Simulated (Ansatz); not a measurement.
# AlF2HS: rigid scan of one bond length, by script

How does the energy of AlF2HS change as one bond is stretched? Aim: a rigid scan of one bond length, for AlF2HS, run from a script. SMILES: [F][Al]([F])[SH].

Computed with the Python package of Ansatz 0.2.0. Level of theory: CAM-B3LYP/cc-pVDZ.

**1. The structure**

Bond lengths: F1–Al2 1.813 Å, Al2–F3 1.789 Å, Al2–S4 2.216 Å, S4–H5 1.360 Å. Angles: F1–Al2–F3 118.8°, F1–Al2–S4 122.2°, F3–Al2–S4 119.0°, Al2–S4–H5 95.9°.

No structure file is read: the coordinates are typed or built in the script.

**2. The script**

alf2hs_scan.py reads:

```python
'''Potential curve of AlF2HS along one bond.'''

import logging
import sys

import ansatz
import numpy as np

logging.basicConfig(stream=sys.stdout, format='%(name)s: %(message)s')
log = logging.getLogger('run')
log.setLevel(logging.INFO)

BASIS = 'cc-pVDZ'
FUNCTIONAL = 'CAM-B3LYP'

molecule = (
    ansatz.Crystal.molecule()
    .atom('F', (0.791, 0.1609, 2.0148))
    .atom('Al', (0.236, -0.4247, 0.3908))
    .atom('F', (1.0878, -1.8046, -0.3646))
    .atom('S', (-1.4217, 0.5483, -0.711))
    .atom('H', (-0.6432, 1.4464, -1.3714))
)

symbols = [site.symbol for site in molecule.cartesian_sites]
start = np.array([site.position_ang for site in molecule.cartesian_sites])
axis = (start[3] - start[1]) / np.linalg.norm(start[3] - start[1])
moving = [3, 4]
lengths, energies = [1.95, 2.038, 2.127, 2.216, 2.304, 2.393, 2.481, 2.614], []
for length in lengths:
    xyz = start.copy()
    xyz[moving] += (length - np.linalg.norm(start[3] - start[1])) * axis
    point = ansatz.Crystal.molecule()
    for symbol, place in zip(symbols, xyz):
        point = point.atom(symbol, place.tolist())
    base = (
        point.calculation()
        .basis(gaussian=BASIS)
        .functional(FUNCTIONAL)
        .accuracy('medium')
    )
    rep = base.run().report
    energies.append(rep['free_energy_ev'])
    log.info(f'r = {length:6.3f} A  E = {energies[-1]:.5f} eV  <S^2> = {abs(rep["mean_field"]["state"]["spin_squared"]):.3f}')

# quartic fit about the minimum
fit = np.polynomial.Polynomial.fit(lengths, np.array(energies) - min(energies), 4).convert()
roots = [r.real for r in fit.deriv().roots() if abs(r.imag) < 1e-9 and fit.deriv(2)(r.real) > 0]
r_e = min(roots, key=lambda r: abs(r - lengths[int(np.argmin(energies))]))
log.info(f'minimum of the fit at {r_e:.4f} A, force constant {fit.deriv(2)(r_e):.2f} eV/A^2')
```

**3. The calls as engine input**

The package turns the script's settings into the engine's input (first run):

```yaml
crystal:
  periodic: [false, false, false]
  atoms:
    - { symbol: F, position_ang: [0.791, 0.1609, 2.0148] }
    - { symbol: Al, position_ang: [0.236, -0.4247, 0.3908] }
    - { symbol: F, position_ang: [1.0878, -1.8046, -0.3646] }
    - { symbol: S, position_ang: [-1.2230124753334852, 0.43167880104933415, -0.5789411747134187] }
    - { symbol: H, position_ang: [-0.44451247533348526, 1.329778801049334, -1.2393411747134186] }
accuracy: medium
basis:
  gaussian:
    orbitals: cc-pVDZ
hamiltonian:
  xc: cam_b3lyp
```

**4. Running it**

The run is started by

```console
$ python alf2hs_scan.py
```

Without the output at hand: what should come out? Wanted: range of energy; lowest point, distance.

The runs gave:

| quantity | value |
| --- | --- |
| bond length at the fit's minimum | 2.1784 Å |
| runs compared | 8 |
| range of energy | 0.822 eV |
| lowest point, distance (Å) | 2.22 |

The curve has its lowest point inside the range, at 2.22. The ends stand 0.523 and 0.822 eV above it. The distance scanned is the script's pair 1, 3. Caveats:
- The rest of the molecule is held rigid at a force-field or estimated start geometry, and the basis set is modest; single-reference methods fail as a bond breaks.
- The orbitals are restricted, so S² is zero by construction.
